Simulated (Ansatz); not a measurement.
This script drives the Ansatz DFT code, driven from Python.

Script `md_mgo.py`:
```python
"""A few tens of MD steps for MgO."""

import warnings

import ansatz as az
from ase import Atoms
from ase.neighborlist import neighbor_list
import numpy as np


def main() -> None:
    warnings.simplefilter("ignore", az.DeckWarning)

    cell = (
        az.Lattice.from_parameters(2.981869, 2.981869, 2.981869, alpha=60.0, beta=60.0, gamma=60.0)
        .atom("Mg", (0.0, 0.0, 0.0))
        .atom("O", (0.5, 0.5, 0.5))
    )

    # a coarse mesh keeps each step cheap
    setup = (
        cell.supercell(2, 2, 1).calculation()
        .functional(az.Functional.PBE, dispersion="d3bj")
        .occupations("Fixed")
        .pseudopotentials("nc")
        .kpoints(length=3)
        .mixing("msr1")
        .eigensolver("davidson", mixed_precision=False)
        .scf(max_iterations=80)
        .md("nvt_langevin", timestep=3.0 * az.fs, steps=25, temperature=800, friction=0.005, seed=919)
    )
    steps = []


    def follow(event):
        if event["event"] != "md_step":
            return
        row = event["data"]
        steps.append(row)
        print(f"t = {row['time_fs']:6.1f} fs  E_pot = {row['lagrangian_ev']:.4f} eV  E_kin = {row['e_kin_ev']:.4f} eV  T = {row['temperature_k']:7.1f} K")


    done = setup.session().plan(threads=1).execute(on_event=follow)
    data = done.report

    temperature = np.array([s["temperature_k"] for s in steps])
    print(f"mean temperature of the second half {temperature[len(steps) // 2 :].mean():.1f} K")

    with open("trajectory.xyz", "w") as handle:
        for s in steps[::5]:
            handle.write(f"{len(s['positions_ang'])}\nt = {s['time_fs']} fs\n")
            for site, xyz in zip(done.lattice.sites, s["positions_ang"]):
                handle.write("{} {:.4f} {:.4f} {:.4f}\n".format(site.symbol, *xyz))

    symbols = [site.symbol for site in done.lattice.sites]
    pairs = np.concatenate([neighbor_list("d", Atoms(symbols, positions=s["positions_ang"], cell=done.lattice.cell_ang, pbc=True), 4.5) for s in steps[len(steps) // 2 :]])
    counts, edges = np.histogram(pairs, bins=np.arange(0.5, 4.51, 0.25))
    for low, count in zip(edges, counts / (len(symbols) * len(steps[len(steps) // 2 :]))):
        print(f"{low:4.2f}-{low + 0.25:4.2f} A  {count:6.2f} neighbours an atom")


if __name__ == "__main__":
    main()
```

It is started by `python md_mgo.py`. How long does it take on 1 thread of Arm Neoverse V2, on a shared host, and how much memory does it need?

It took about 34 s, with a peak of 0.49 GiB, for 1 run of the engine.

```console
$ python md_mgo.py
t =    0.0 fs  E_pot = -8326.8761 eV  E_kin = 0.0000 eV  T =     0.0 K
t =    3.0 fs  E_pot = -8326.8759 eV  E_kin = 0.0194 eV  T =    18.7 K
t =    6.0 fs  E_pot = -8326.8747 eV  E_kin = 0.0293 eV  T =    28.4 K
t =    9.0 fs  E_pot = -8326.8723 eV  E_kin = 0.0787 eV  T =    76.1 K
t =   12.0 fs  E_pot = -8326.8672 eV  E_kin = 0.0861 eV  T =    83.2 K
t =   15.0 fs  E_pot = -8326.8588 eV  E_kin = 0.0910 eV  T =    88.0 K
t =   18.0 fs  E_pot = -8326.8491 eV  E_kin = 0.0795 eV  T =    76.9 K
t =   21.0 fs  E_pot = -8326.8378 eV  E_kin = 0.1000 eV  T =    96.7 K
t =   24.0 fs  E_pot = -8326.8242 eV  E_kin = 0.0856 eV  T =    82.8 K
t =   27.0 fs  E_pot = -8326.8084 eV  E_kin = 0.1147 eV  T =   110.9 K
t =   30.0 fs  E_pot = -8326.7861 eV  E_kin = 0.1751 eV  T =   169.3 K
t =   33.0 fs  E_pot = -8326.7564 eV  E_kin = 0.2350 eV  T =   227.3 K
t =   36.0 fs  E_pot = -8326.7258 eV  E_kin = 0.2112 eV  T =   204.2 K
t =   39.0 fs  E_pot = -8326.6991 eV  E_kin = 0.2045 eV  T =   197.8 K
t =   42.0 fs  E_pot = -8326.6857 eV  E_kin = 0.1806 eV  T =   174.7 K
t =   45.0 fs  E_pot = -8326.6899 eV  E_kin = 0.2397 eV  T =   231.8 K
t =   48.0 fs  E_pot = -8326.7039 eV  E_kin = 0.2990 eV  T =   289.1 K
t =   51.0 fs  E_pot = -8326.7236 eV  E_kin = 0.4072 eV  T =   393.8 K
t =   54.0 fs  E_pot = -8326.7378 eV  E_kin = 0.4304 eV  T =   416.2 K
t =   57.0 fs  E_pot = -8326.7327 eV  E_kin = 0.4454 eV  T =   430.7 K
t =   60.0 fs  E_pot = -8326.7070 eV  E_kin = 0.4021 eV  T =   388.8 K
t =   63.0 fs  E_pot = -8326.6738 eV  E_kin = 0.3466 eV  T =   335.2 K
t =   66.0 fs  E_pot = -8326.6371 eV  E_kin = 0.3756 eV  T =   363.2 K
t =   69.0 fs  E_pot = -8326.6014 eV  E_kin = 0.3608 eV  T =   348.9 K
t =   72.0 fs  E_pot = -8326.5872 eV  E_kin = 0.3326 eV  T =   321.6 K
t =   75.0 fs  E_pot = -8326.6030 eV  E_kin = 0.3649 eV  T =   352.9 K
mean temperature of the second half 326.5 K
0.50-0.75 A    0.00 neighbours an atom
0.75-1.00 A    0.00 neighbours an atom
1.00-1.25 A    0.00 neighbours an atom
1.25-1.50 A    0.00 neighbours an atom
1.50-1.75 A    0.00 neighbours an atom
1.75-2.00 A    1.37 neighbours an atom
2.00-2.25 A    3.48 neighbours an atom
2.25-2.50 A    1.12 neighbours an atom
2.50-2.75 A    0.13 neighbours an atom
2.75-3.00 A    7.62 neighbours an atom
3.00-3.25 A    4.29 neighbours an atom
3.25-3.50 A    0.67 neighbours an atom
3.50-3.75 A    5.15 neighbours an atom
3.75-4.00 A    2.42 neighbours an atom
4.00-4.25 A    3.40 neighbours an atom
4.25-4.50 A    3.90 neighbours an atom
```

`trajectory.xyz`, as written:
```text
8
t = 0.0 fs
Mg 0.0000 0.0000 0.0000
O 2.9819 1.7216 1.2173
Mg 1.4909 2.5824 0.0000
O 4.4728 4.3040 1.2173
Mg 2.9819 0.0000 0.0000
O 5.9637 1.7216 1.2173
Mg 4.4728 2.5824 0.0000
O 7.4547 4.3040 1.2173
8
t = 15.0 fs
Mg 0.0444 -0.0121 -0.0043
O 2.9622 1.7146 1.2116
Mg 1.4893 2.5923 -0.0129
O 4.4977 4.2952 1.2362
Mg 2.9926 0.0107 -0.0232
O 5.9589 1.7304 1.1817
Mg 4.4872 2.5872 0.0105
O 7.4593 4.3079 1.2101
8
t = 30.0 fs
Mg 0.0567 -0.0472 -0.0164
O 2.9365 1.7398 1.2149
Mg 1.5126 2.6115 -0.0366
O 4.5110 4.2774 1.2930
Mg 3.0219 0.0175 -0.0158
O 5.9190 1.7256 1.1549
Mg 4.5307 2.5818 -0.0055
O 7.4927 4.3632 1.2215
8
t = 45.0 fs
Mg 0.0285 -0.0775 0.0021
O 2.8815 1.7945 1.2530
Mg 1.5463 2.5777 -0.0510
O 4.5454 4.2520 1.2831
Mg 3.0800 -0.0066 0.0137
O 5.8791 1.7723 1.1414
Mg 4.5613 2.5832 -0.0866
O 7.5231 4.4516 1.2126
8
t = 60.0 fs
Mg 0.0401 -0.0320 -0.0403
O 2.8139 1.8877 1.2407
Mg 1.5691 2.4585 -0.0235
O 4.6482 4.2448 1.1915
Mg 3.1213 0.0013 0.0137
O 5.9615 1.7951 1.1754
Mg 4.5991 2.5646 -0.1638
O 7.5575 4.5431 1.1933
8
t = 75.0 fs
Mg 0.0696 0.0228 -0.1233
O 2.7942 1.9351 1.2297
Mg 1.6013 2.4003 -0.0515
O 4.7325 4.2095 1.0426
Mg 3.1941 -0.0393 -0.0186
O 6.0577 1.7636 1.2001
Mg 4.5790 2.5862 -0.1703
O 7.5411 4.5950 1.1646
```

Notes:
- The settings weren't tested for convergence.
- Energy and stress may still move on a finer k-point mesh.
- Of the deposited cell: the entry's cell lengths or inner coordinates differ somewhat from later room-temperature determinations.
- The structure is a deposited one; some such entries were measured under pressure or heat, so a shift against it needn't be the functional's error alone.
- A small cell, a coarse mesh and a very short run: it shows the set-up and gives no equilibrium averages.

(Lines on the test bed's own set-up are left out of the output.)
